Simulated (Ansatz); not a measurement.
Runs of Ansatz 0.2.0 on AlSn. Symmetry: P-6m2, No. 187, hexagonal system. Conventional cell: a = 4.198 Å, b = 4.198 Å, c = 3.307 Å, α = 90.00°, β = 90.00°, γ = 120.00°. Around Sn (site symmetry -6m2) lie 6 Al at 2.93 Å and 2 Sn at 3.31 Å. Al (site symmetry -6m2) is surrounded by 6 Sn at 2.93 Å and 2 Al at 3.31 Å. The cell comes from a database or a generator and needn't be the stable form of this composition.

```csv
level,cutoff (eV),gap on the mesh (eV),pressure (GPa),relaxed volume (Å³/atom)
BLYP,420,none,0.0,(b)
revPBE,420,none,0.0,25.83
LDA,420,none,0.0,23.76
PBEsol,420,none,0.0,(a)
RPBE,420,none,0.0,26.01
PBE,420,none,0.0,25.35
r2SCAN,500,none,0.0,24.76
```

Alike in all rows: task relaxation of cell and atoms; potentials or basis Ansatz PAW; no spin polarisation; cell relaxed; k mesh 7 × 7 × 8; smearing fermi-dirac 0.05 eV.

Q: Fill in the values left out.

A: (a) 24.35; (b) 27.47.

Caveats: the plane-wave basis is chosen anew once the cell has moved, so the energies of steps on either side of that aren't comparable; the PAW data sets come from PBE, with cores solved anew for the run's functional, which leaves a small shift of forces and pressure (some runs).

A k mesh can miss the band edges, and the runs leave out spin-orbit coupling on Sn.

A gap of «none» marks a metal or a gap under the smearing width.
